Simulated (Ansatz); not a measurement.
# CH₃BO₂Zn: a ladder of functionals and wavefunction methods

How much do the methods differ for CH₃BO₂Zn? The plan is to run it at one geometry with functionals of several rungs and with coupled cluster. The yardstick is the atomisation energy at the CCSD(T) limit.

Method: functionals in def2-TZVPP, the program's frozen cores in correlated methods; program: Ansatz 0.2.0, Gaussian basis.

Plan: LDA (SPW92), PBE-D4, revPBE-D4, BLYP-D4, r2SCAN-D4, B97M-V, PBE0-D4, B3LYP-D4, r2SCANh-D4, r2SCAN0-D4, HSE06-D4, BHLYP-D4, CAM-B3LYP-D4, LC-ωPBE, ωB97X-V, ωB97M-V, B2PLYP, PBE-QIDH; CCSD(T)/def2-SVP; CCSD(T)/def2-TZVPP; MP2/def2-QZVPP; extrapolation to the limit; RPA on PBE.

### Step 1. The relaxed structure

The geometry comes from an earlier relaxation with PBE0-D4 in a triple-zeta def2 set; it is a stationary point, not always the lowest conformer.

8 atoms, charge 0, spin multiplicity 1.

Atoms are counted from 1 here; the program's logs count them from 0.

Bond lengths: O1–B2 1.346 Å, O1–H6 0.958 Å, B2–O3 1.362 Å, B2–Zn5 2.125 Å, O3–C4 1.442 Å, C4–Zn5 2.058 Å, C4–H7 1.089 Å, C4–H8 1.089 Å. Angles: B2–O1–H6 112.2°, O1–B2–O3 121.7°, O1–B2–Zn5 155.3°, O3–B2–Zn5 83.0°, B2–O3–C4 121.6°, O3–C4–Zn5 83.8°, O3–C4–H7 108.8°, O3–C4–H8 108.8°, Zn5–C4–H7 119.8°, Zn5–C4–H8 119.9°, H7–C4–H8 111.0°, B2–Zn5–C4 71.6°.

### Step 2. LDA

This LDA is Slater exchange with PW92 correlation.

in.yaml

```yaml
crystal:
  periodic: [false, false, false]
  atoms:
    - {symbol: O, position_ang: [-0.192699, 1.527594, 1.633047]}
    - {symbol: B, position_ang: [-0.126461, 0.839449, 0.478505]}
    - {symbol: O, position_ang: [0.112425, -0.501343, 0.458074]}
    - {symbol: C, position_ang: [0.182929, -1.236990, -0.780367]}
    - {symbol: Zn, position_ang: [-0.187454, 0.599165, -1.631943]}
    - {symbol: H, position_ang: [-0.366812, 2.458990, 1.490259]}
    - {symbol: H, position_ang: [-0.593619, -2.000977, -0.780478]}
    - {symbol: H, position_ang: [1.171701, -1.685887, -0.867096]}
basis:
  gaussian: {orbitals: def2-TZVPP}
hamiltonian: {xc: lda}
output: {orbitals: {seedname: orbitals}}
```

On the command line:

```
$ ansatz run in.yaml --threads 4 --pin off --events-out ev --progress --plain --max-ram 10444MiB
```

After this run come: PBE-D4 (GGA); revPBE-D4 (GGA); BLYP-D4 (GGA); r2SCAN-D4 (meta-GGA); B97M-V (meta-GGA); PBE0-D4 (hybrid); B3LYP-D4 (hybrid); r2SCANh-D4 (hybrid); r2SCAN0-D4 (hybrid); HSE06-D4 (hybrid); BHLYP-D4 (hybrid); CAM-B3LYP-D4 (range-separated); LC-ωPBE (range-separated); ωB97X-V (range-separated); ωB97M-V (range-separated); B2PLYP (double hybrid); PBE-QIDH (double hybrid); CCSD(T) in def2-SVP; CCSD(T) in def2-TZVPP; MP2 in def2-QZVPP; RPA on PBE orbitals.

Before running them: what should the planned runs give, taken together? Wanted: atomisation energy, CCSD(T)/CBS; farthest beyond LDA; mean size of error, GGA; mean size of error, meta-GGA; mean size of error, hybrid; mean size of error, range-separated; mean size of error, double hybrid; gap, smallest and largest; T1 diagnostic.

**Answer**, as computed:

| quantity | value |
| --- | --- |
| atomisation energy, CCSD(T)/CBS | 689.5 kcal/mol |
| functionals within 3.4 kcal/mol (0.5 %) | B97M-V, B3LYP-D4, ωB97X-V, PBE-QIDH |
| farthest beyond LDA | BHLYP-D4 (-34.9 kcal/mol) |
| mean size of error, GGA | 12.8 kcal/mol |
| mean size of error, meta-GGA | 8.2 kcal/mol |
| mean size of error, hybrid | 10.4 kcal/mol |
| mean size of error, range-separated | 4.1 kcal/mol |
| mean size of error, double hybrid | 3.1 kcal/mol |
| gap, smallest and largest | 2.31 eV (BLYP-D4), 8.44 eV (LC-ωPBE) |
| T1 diagnostic | 0.0196 |
| triples share of the correlation energy | 3.9 % |

What this shows: LDA overbinds by 136.2 kcal/mol (20 %). PBE-D4 is off by +29.8 kcal/mol. Double hybrids carry the basis error of their MP2 part in triple zeta, and no dispersion term here, so their miss is partly the set-up's. Taken by rung, double hybrid functionals do best (3.1 kcal/mol on average) and GGA ones worst beyond LDA (12.8 kcal/mol). hybrid functionals lie within the reference's doubt of that worst mean (10.4 kcal/mol), so those two tie. The gap between the best rungs is small, so their order is not settled. Misses under about 3.4 kcal/mol are within the doubt on the reference itself, which lacks core-valence correlation, relativity and higher excitations. Hartree-Fock recovers 68 % of the binding; the rest is correlation. CCSD(T) in def2-SVP is off by -37.2 kcal/mol, which most functionals beat. The gap grows from 2.3 to 8.4 eV across the functionals, mostly with the share of exact exchange. The restricted reference is unstable towards a spin-broken one. For Zn the d shell is correlated and the shells below it are frozen.
